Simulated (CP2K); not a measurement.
## NbCu under changes of volume

One of the cells (16.821 Å³/atom); the others are scaled copies at fixed shape and fractional positions:

```xyz
2
Lattice="3.6235 0.0000 0.0000 1.8118 3.1381 0.0000 1.8118 1.0460 2.9586" Properties=species:S:1:pos:R:3 pbc="T T T"
Nb    0.0000    0.0000    0.0000
Cu    3.6235    2.0920    1.4793
```

The cell was built by a generator and needn't be a form met in nature.

* Program: CP2K 2026.2
* Functional: PBE
* Potentials or basis: POTENTIAL_UZH Nb GTH-PBE-q13, Cu GTH-PBE-q11; TZVP-MOLOPT-PBE-GTH basis
* Density cutoff: 6123 eV
* k mesh: 9 × 9 × 9
* Occupations: fermi-dirac, width 0.05 eV
* Spin: no spin polarisation

```csv
volume (Å³/atom),energy over the lowest point (meV/atom),pressure (GPa)
15.811,?,?
16.148,19.40,8.1
16.484,6.24,4.6
16.821,0.00,1.3
17.157,0.32,-1.5
17.494,6.24,-4.0
17.830,17.17,-6.3
```

Q: What does the run at 15.811 Å³/atom give?

A: Energy over the lowest point 40.28 meV/atom; pressure 12.0 GPa.

Worked out: A Birch-Murnaghan fit of order 3 (a polynomial in V^(-2/3)) to the other rows has its minimum at 16.97 Å³/atom with B0 = V·E''(V) = 145 GPa and B' = 4.8. It gives 40.69 meV/atom at 15.811 Å³/atom, against the run's 40.28, and -dE/dV = 12.2 GPa, against 12.0.

Energies are extrapolated to zero smearing.

Caveats: the basis of atomic orbitals isn't converged, which shifts pressures, moduli and gaps.
